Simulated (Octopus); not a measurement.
# GeICl2 (SMILES [Cl][Ge]([Cl])[I]), step by step

Aim: energy and gradient (UPade LDA), then energy and forces (UPade LDA) of GeICl2. The setting varied is the box margin. 

The results are computed with Octopus 16.4.

3 further runs of the same task are left out: 3 set aside as unsound or not needed.

### 1 Starting point

GeICl2 has 4 atoms, charge 0, and is taken as a doublet. As SMILES, `[Cl][Ge]([Cl])[I]`. The shape is that of a PBE0-D4/def2-TZVP optimisation.

Bond lengths: Cl1–Ge2 2.154 Å, Ge2–Cl3 2.155 Å, Ge2–I4 2.525 Å. Angles: Cl1–Ge2–Cl3 106.8°, Cl1–Ge2–I4 110.1°, Cl3–Ge2–I4 110.1°.

### 2 Energy and gradient at UPade LDA (scalar, in the pseudopotentials, hgh_lda potentials, box margin 3.5 angstrom, extra states 0, grid spacing 0.17 angstrom, mix field default) (run 4)

The run is started by

```
$ OMP_NUM_THREADS=1 octopus > gs.log
```

Standard output:

```text
Version                : 16.4
************************** Calculation Mode **************************
Input: [CalculationMode = gs]
Input: [SpinComponents = polarized]
******************************* Space ********************************
Octopus will run in 3 dimension(s).
Octopus will treat the system as periodic in 0 dimension(s).
Input: [AllElectronType = no]
Input: [PseudopotentialSet = hgh_lda]
Reading Coordinates from Coordinates block
****************************** Species *******************************
  Species 'Cl'
    type             : pseudopotential
    file format      : HGH
    valence charge   : 7.0
    atomic number    :  17
    form on file     : kleinman-bylander
    lmax             : 1
    llocal           : -1
    projectors per l : 3
    total projectors : 6
    application form : kleinman-bylander
    orbitals         :  4
    bound orbitals   :  4
  Species 'Ge'
    type             : pseudopotential
    file format      : HGH
    valence charge   : 4.0
    atomic number    :  32
    form on file     : kleinman-bylander
    lmax             : 2
    llocal           : -1
    projectors per l : 3
    total projectors : 9
    application form : kleinman-bylander
    orbitals         :  4
    bound orbitals   :  4
  Species 'I'
    type             : pseudopotential
    file format      : HGH
[... 86 lines left out ...]
** Warning:
[... 41 lines left out ...]
Converged eigenvectors: 0
#  State  Spin  Eigenvalue [eV]  Occupation    Error
[... 5 lines left out ...]
  [output of 8 eigenvalues skipped: maximum error = 5.2E-02]
[... 17 lines left out ...]
Converged eigenvectors: 0
#  State  Spin  Eigenvalue [eV]  Occupation    Error
[... 5 lines left out ...]
  [output of 8 eigenvalues skipped: maximum error = 1.8E-02]
[... 57 lines left out ...]
Converged eigenvectors: 0
#  State  Spin  Eigenvalue [eV]  Occupation    Error
[... 5 lines left out ...]
  [output of 8 eigenvalues skipped: maximum error = 4.4E-07]
[... 4 lines left out ...]
     13    dn       -5.516450    0.000000   ( 2.2E-07)
                                                                  ^
Total Magnetic Moment:
 mz =   1.000000
Local Magnetic Moments (sphere radius [A] =   1.077):
 Ion                    mz
   1        Cl       0.108574
   2        Ge       0.216213
   3        Cl       0.109049
   4         I       0.118760
*********************** SCF CYCLE ITER #   17 ************************
 etot  = -1.23918617E+03 abs_ev   =  1.27E-04 rel_ev   =  4.40E-07
 ediff =        7.07E-06 abs_dens =  6.99E-06 rel_dens =  2.80E-07
Converged eigenvectors: 1
#  State  Spin  Eigenvalue [eV]  Occupation    Error
      1    up      -21.300563    1.000000   ( 1.4E-07)
      1    dn      -21.145519    1.000000   ( 1.0E-07)
      2    up      -20.677131    1.000000   ( 4.9E-07)
[... 4 lines of this table left out ...]
      4    dn      -13.569578    1.000000   ( 1.4E-07)
  [output of 8 eigenvalues skipped: maximum error = 3.5E-07]
      8    dn       -8.264453    1.000000   ( 9.2E-08)
      9    dn       -8.239694    1.000000   ( 7.8E-08)
     10    up       -8.083935    1.000000   ( 6.8E-07)
[... 6 lines of this table left out ...]
     13    dn       -5.516453    0.000000   ( 1.0E-07)
                                                                  ^
Total Magnetic Moment:
 mz =   1.000000
Local Magnetic Moments (sphere radius [A] =   1.077):
 Ion                    mz
   1        Cl       0.108574
   2        Ge       0.216213
   3        Cl       0.109049
   4         I       0.118761
Info: SCF converged in   17 iterations
** Warning:
**   Some of the states are not fully converged!
Info: Number of matrix-vector products:       5556
Octopus emitted 2 warnings.
```

It took 36 s on 1 thread of Arm Neoverse V1, shared host; peak memory 0.14 GiB.

### 3 Energy and forces at UPade LDA (scalar, in the pseudopotentials, hgh_lda potentials, box margin 4 angstrom, extra states 0, grid spacing 0.170025 angstrom, mix field default) (run 5)

The run is started by

```
$ OMP_NUM_THREADS=1 octopus > gs.log
```

Standard output:

```text
Version                : 16.4
************************** Calculation Mode **************************
Input: [CalculationMode = gs]
Input: [SpinComponents = polarized]
******************************* Space ********************************
Octopus will run in 3 dimension(s).
Octopus will treat the system as periodic in 0 dimension(s).
Input: [AllElectronType = no]
Input: [PseudopotentialSet = hgh_lda]
Reading Coordinates from Coordinates block
****************************** Species *******************************
  Species 'Cl'
    type             : pseudopotential
    file format      : HGH
    valence charge   : 7.0
    atomic number    :  17
    form on file     : kleinman-bylander
    lmax             : 1
    llocal           : -1
    projectors per l : 3
    total projectors : 6
    application form : kleinman-bylander
    orbitals         :  4
    bound orbitals   :  4
  Species 'Ge'
    type             : pseudopotential
    file format      : HGH
    valence charge   : 4.0
    atomic number    :  32
    form on file     : kleinman-bylander
    lmax             : 2
    llocal           : -1
    projectors per l : 3
    total projectors : 9
    application form : kleinman-bylander
    orbitals         :  4
    bound orbitals   :  4
  Species 'I'
    type             : pseudopotential
    file format      : HGH
[... 86 lines left out ...]
** Warning:
[... 41 lines left out ...]
Converged eigenvectors: 0
#  State  Spin  Eigenvalue [eV]  Occupation    Error
[... 5 lines left out ...]
  [output of 8 eigenvalues skipped: maximum error = 4.3E-02]
[... 17 lines left out ...]
Converged eigenvectors: 0
#  State  Spin  Eigenvalue [eV]  Occupation    Error
[... 5 lines left out ...]
  [output of 8 eigenvalues skipped: maximum error = 1.8E-02]
[... 60 lines left out ...]
Converged eigenvectors: 1
#  State  Spin  Eigenvalue [eV]  Occupation    Error
[... 5 lines left out ...]
  [output of 8 eigenvalues skipped: maximum error = 6.2E-07]
[... 4 lines left out ...]
     13    dn       -5.640659    0.000000   ( 1.9E-07)
                                                                  ^
Total Magnetic Moment:
 mz =   1.000000
Local Magnetic Moments (sphere radius [A] =   1.077):
 Ion                    mz
   1        Cl       0.108739
   2        Ge       0.215065
   3        Cl       0.109216
   4         I       0.117492
*********************** SCF CYCLE ITER #   18 ************************
 etot  = -1.23938101E+03 abs_ev   =  3.20E-06 rel_ev   =  1.09E-08
 ediff =        3.57E-07 abs_dens =  3.47E-06 rel_dens =  1.39E-07
Converged eigenvectors: 3
#  State  Spin  Eigenvalue [eV]  Occupation    Error
      1    up      -21.405838    1.000000   ( 7.7E-08)
      1    dn      -21.250677    1.000000   ( 7.7E-08)
      2    up      -20.781592    1.000000   ( 7.6E-08)
[... 4 lines of this table left out ...]
      4    dn      -13.677406    1.000000   ( 2.7E-07)
  [output of 8 eigenvalues skipped: maximum error = 2.9E-07]
      8    dn       -8.367410    1.000000   ( 1.1E-07)
      9    dn       -8.348106    1.000000   ( 8.6E-08)
     10    up       -8.186891    1.000000   ( 2.9E-07)
[... 6 lines of this table left out ...]
     13    dn       -5.640663    0.000000   ( 9.4E-08)
                                                                  ^
Total Magnetic Moment:
 mz =   1.000000
Local Magnetic Moments (sphere radius [A] =   1.077):
 Ion                    mz
   1        Cl       0.108739
   2        Ge       0.215065
   3        Cl       0.109216
   4         I       0.117492
Info: SCF converged in   18 iterations
** Warning:
**   Some of the states are not fully converged!
Info: Number of matrix-vector products:       6201
Octopus emitted 2 warnings.
```

It took 52 s on 1 thread of Arm Neoverse V1, shared host; peak memory 0.18 GiB.

### 4 What came out

| quantity | value |
| --- | --- |
| run 4, UPade LDA: total energy | -45.53925 Eh |
| run 4, UPade LDA: dipole moment | 1.30 D |
| run 4, UPade LDA: HOMO energy (highest over α and β) | -6.20 eV |
| run 5, UPade LDA: total energy | -45.54641 Eh |
| run 5, UPade LDA: dipole moment | 1.17 D |
| run 5, UPade LDA: HOMO energy (highest over α and β) | -6.32 eV |
| run 5, UPade LDA: largest force on an atom | 0.215 eV/Å |
